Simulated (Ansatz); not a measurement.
# ZrB: scans of the energy surface

Method: DFT LDA, scalar-relativistic, plane waves, PAW, in Ansatz 0.2.0.

### 1 Starting point

Symmetry: Fm-3m, No. 225, cubic system. Conventional cell: a = 4.650 Å, b = 4.650 Å, c = 4.650 Å, α = 90.00°, β = 90.00°, γ = 90.00°. Zr (site symmetry m-3m) is surrounded by 6 B at 2.33 Å. Around B (site symmetry m-3m) lie 6 Zr at 2.33 Å.

As a file:

```
CELL_PARAMETERS angstrom
0.00000 2.32500 2.32500
2.32500 0.00000 2.32500
2.32500 2.32500 0.00000
ATOMIC_POSITIONS crystal
Zr 0.00000 0.00000 0.00000
B 0.50000 0.50000 0.50000
```

The cell is taken as given, not relaxed at this level.

### 2 The reference: the undisturbed cell on the scan's mesh

Contents of input.yaml:

```yaml
crystal:
  lattice:
    - [0.0, 2.325, 2.325]
    - [2.325, 0.0, 2.325]
    - [2.325, 2.325, 0.0]
  atoms:
    - { symbol: Zr, position: [0.0, 0.0, 0.0] }
    - { symbol: B, position: [0.5, 0.5, 0.5] }
basis:
  ecutwfc: 420
kpoints:
  mp_grid: { grid: [18, 18, 18] }
hamiltonian:
  xc: lda
scf:
  occupations: { method: gaussian, width: 0.15 }
output:
  forces: true
  stress: true
  eigenvalues: true
```

Q: Estimate wall time and peak memory on 1 thread of an x86-64 CPU, shared host.

About 2.2 s, with a peak of 0.46 GiB.
